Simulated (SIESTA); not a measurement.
Runs of SIESTA 5.4.2 on CoPd2O2. The cell holds a slab with vacuum, 5 atoms: a = 2.845 Å, b = 2.845 Å, c = 20.960 Å, α = 90.00°, β = 90.00°, γ = 120.00°. 

| level | potentials or basis | gap on the mesh (eV) | moment (μB) | largest force (eV/Å) |
| --- | --- | --- | --- | --- |
| WC | PseudoDojo 0.4 standard (PBEsol files), DZP (energy shift 0.003 Ry; two zetas on semicore shells) | none | (c) | 0.65 |
| LDA | PseudoDojo 0.4 standard (LDA files), DZP (energy shift 0.003 Ry; two zetas on semicore shells) | none | 0.74 | 0.67 |
| AM05 | PseudoDojo 0.4 standard (PBEsol files), DZP (energy shift 0.003 Ry; two zetas on semicore shells) | none | 0.95 | 0.65 |
| PBEsol | PseudoDojo 0.4 standard (PBEsol files), DZP (energy shift 0.003 Ry; two zetas on semicore shells) | none | (a) | 0.62 |
| RPBE | PseudoDojo 0.4 standard (PBE files), DZP (energy shift 0.003 Ry; two zetas on semicore shells) | none | 1.32 | 1.13 |
| revPBE | PseudoDojo 0.4 standard (PBE files), DZP (energy shift 0.003 Ry; two zetas on semicore shells) | none | 1.33 | 1.06 |
| PW91 | PseudoDojo 0.4 standard (PBE files), DZP (energy shift 0.003 Ry; two zetas on semicore shells) | none | 1.33 | (b) |

Alike in all rows: task single point; spin collinear, ferromagnetic start; cell as given; k mesh 8 × 8 × 1; smearing fermi-dirac 0.05 eV; grid cutoff 800 Ry; energy shift 0.003 Ry.

Estimate the missing entries.

(a) 1.23; (b) 0.87; (c) 1.28.

Caveats: the basis of atomic orbitals isn't converged, which shifts pressures, moduli and gaps; semilocal functionals often make such compounds metallic where correlation or magnetic order opens a gap, which also shifts bond lengths; the potentials were made for another functional, which shifts forces and pressure (some runs).

A k mesh can miss the band edges, and the runs leave out spin-orbit coupling on Pd.

A gap of «none» marks a metal or a gap under the smearing width.

Runs at the PBE level aren't shown here.
